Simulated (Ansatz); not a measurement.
# C2H6Se (dimethyl selenide): B3LYP/6-31G(d) (spherical functions)

Aim: the electronic atomisation energy of C2H6Se (dimethyl selenide) at B3LYP/6-31G* (spherical functions), from 4 runs. 

The calculation is run with Ansatz 0.2.0.

54 further runs of the same task are left out: 54 set aside as unsound or not needed.

### 1 The system as given

The species is C2H6Se (9 atoms), meant as a singlet with charge 0. SMILES: `C[Se]C`. The shape is that of a PBE0-D4/def2-TZVP optimisation.

Bond lengths: C1–Se2 1.940 Å, Se2–C3 1.940 Å, C1–H4 1.090 Å, C1–H5 1.089 Å, C1–H6 1.090 Å, C3–H7 1.090 Å, C3–H8 1.090 Å, C3–H9 1.089 Å. Some angles: C1–Se2–C3 96.9°, Se2–C1–H4 110.4°, Se2–C1–H5 107.0°, Se2–C1–H6 110.4°, Se2–C3–H7 110.4°, Se2–C3–H8 110.4°, Se2–C3–H9 107.0°, H4–C1–H5 109.3°, H4–C1–H6 110.4°, H5–C1–H6 109.3°.

### 2 A single-point energy at B3LYP/6-31G(d) (spherical functions)

Input file molecule.yaml:

```yaml
crystal:
  periodic: [false, false, false]
  atoms:
    - {symbol: C, position_ang: [-0.594400, 0.668400, -1.138000]}
    - {symbol: Se, position_ang: [1.137100, 0.569700, -0.268200]}
    - {symbol: C, position_ang: [0.625700, -0.672800, 1.131400]}
    - {symbol: H, position_ang: [-0.892600, -0.313800, -1.503200]}
    - {symbol: H, position_ang: [-0.489400, 1.349300, -1.982000]}
    - {symbol: H, position_ang: [-1.343000, 1.060700, -0.450400]}
    - {symbol: H, position_ang: [-0.158200, -0.242200, 1.753800]}
    - {symbol: H, position_ang: [0.291600, -1.615500, 0.699100]}
    - {symbol: H, position_ang: [1.511500, -0.850200, 1.740300]}
basis:
  gaussian: {orbitals: 6-31G_st_-spherical.json}
hamiltonian: {xc: {name: B3LYP}}
accuracy: high
output: {orbitals: {seedname: orbitals}}
```

The basis set 6-31G* is read from a file made from the Basis Set Exchange's data (not shown).

Run with:

```bash
$ ansatz run molecule.yaml --threads 1 --pin off --max-ram 3480MiB --events-out events.jsonl --progress --plain --runs-dir runs
```

The program printed:

```text
Warning: RAYON_NUM_THREADS=1 ignored (pool sized by the plan → 1); use --threads N
Functional definition: B3LYP
  name "B3LYP"
  parameter a0 = 0.2
  parameter ax = 0.72
  parameter ac = 0.81
  exchange = (1 - a0 - ax)*slater_x + ax*b88_x + a0*exact_x
  correlation = (1 - ac)*vwn_rpa_c + ac*lyp_c
1636 factors; integrals over basis functions are off by at most 4.2e-9 eV
mean field evaluation 1: about -67508.7774 eV, gradient 4.8e1 eV
mean field evaluation 2: about -67504.9774 eV, gradient 5.9e1 eV
mean field evaluation 4: about -67514.2262 eV, gradient 1.3e0 eV
mean field evaluation 8: about -67514.4015 eV, gradient 2.3e-2 eV
mean field evaluation 16: about -67514.4016 eV, gradient 1.1e-6 eV
mean field -67514.40155957 eV, -2481.1084944092 hartree, gradient 1.1e-8 eV, S^2 0.000000; 0 other end points of the search recorded, 0 dependent functions left out
reference -67514.40159191 eV, -2481.1084955977 hartree; 26, 26 occupied and 46, 46 virtual orbitals, 1636 factors
Total energy: -67514.40159191 eV, -2481.1084955977 hartree
```

Wall time 3.6 s (1 thread of Intel Xeon 6975P-C (Granite Rapids), shared host); peak memory 0.24 GiB.

### 3 The C atom, same level

Input file run.yaml:

```yaml
crystal:
  periodic: [false, false, false]
  atoms:
    - {symbol: C, position_ang: [0.000000, 0.000000, 0.000000]}
basis:
  gaussian: {orbitals: 6-31G_st_-spherical.json}
magnetization: {spin_polarized: true, initial_magnetization: 2}
hamiltonian: {xc: {name: B3LYP}}
accuracy: high
```

The basis set 6-31G* is read from a file made from the Basis Set Exchange's data (not shown).

Run the same way, it converges to -37.84469 Eh (log not shown).

### 4 The H atom, same level

Input file molecule.yaml:

```yaml
crystal:
  periodic: [false, false, false]
  atoms:
    - {symbol: H, position_ang: [0.000000, 0.000000, 0.000000]}
basis:
  gaussian:
    orbitals: "6-31G*"
total_charge: 0
magnetization:
  spin_polarized: true
  initial_magnetization: 1
hamiltonian:
  xc: {name: B3LYP}
accuracy: high
```

Run the same way, it converges to -0.50027 Eh (log not shown).

### 5 The Se atom at the same level

Input file run.yaml:

```yaml
crystal:
  periodic: [false, false, false]
  atoms:
    - symbol: Se
      position_ang: [0.000000, 0.000000, 0.000000]
basis:
  gaussian:
    orbitals: 6-31G_st_-spherical.json
magnetization:
  spin_polarized: true
  initial_magnetization: 2
accuracy: high
hamiltonian:
  xc: {name: B3LYP}
```

The basis set 6-31G* is read from a file made from the Basis Set Exchange's data (not shown).

Run the same way, it converges to -2401.22681 Eh (log not shown).

### 6 What came out

Level: B3LYP/6-31G* (spherical functions).

| quantity | value |
| --- | --- |
| molecule: total energy | -2481.10850 Eh |
| molecule: HOMO energy | -5.61 eV |
| molecule: LUMO energy | 0.64 eV |
| molecule: HOMO–LUMO gap | 6.25 eV |
| C atom: total energy | -37.84469 Eh |
| C atom: ⟨S²⟩ | 2.002 |
| H atom: total energy | -0.50027 Eh |
| H atom: ⟨S²⟩ | 0.750 |
| Se atom: total energy | -2401.22681 Eh |
| Se atom: ⟨S²⟩ | 2.002 |
| electronic atomisation energy | 32.400 eV |

Taking the molecule apart into free atoms costs 32.40 eV (747 kcal/mol), before zero-point energy and without spin-orbit coupling.
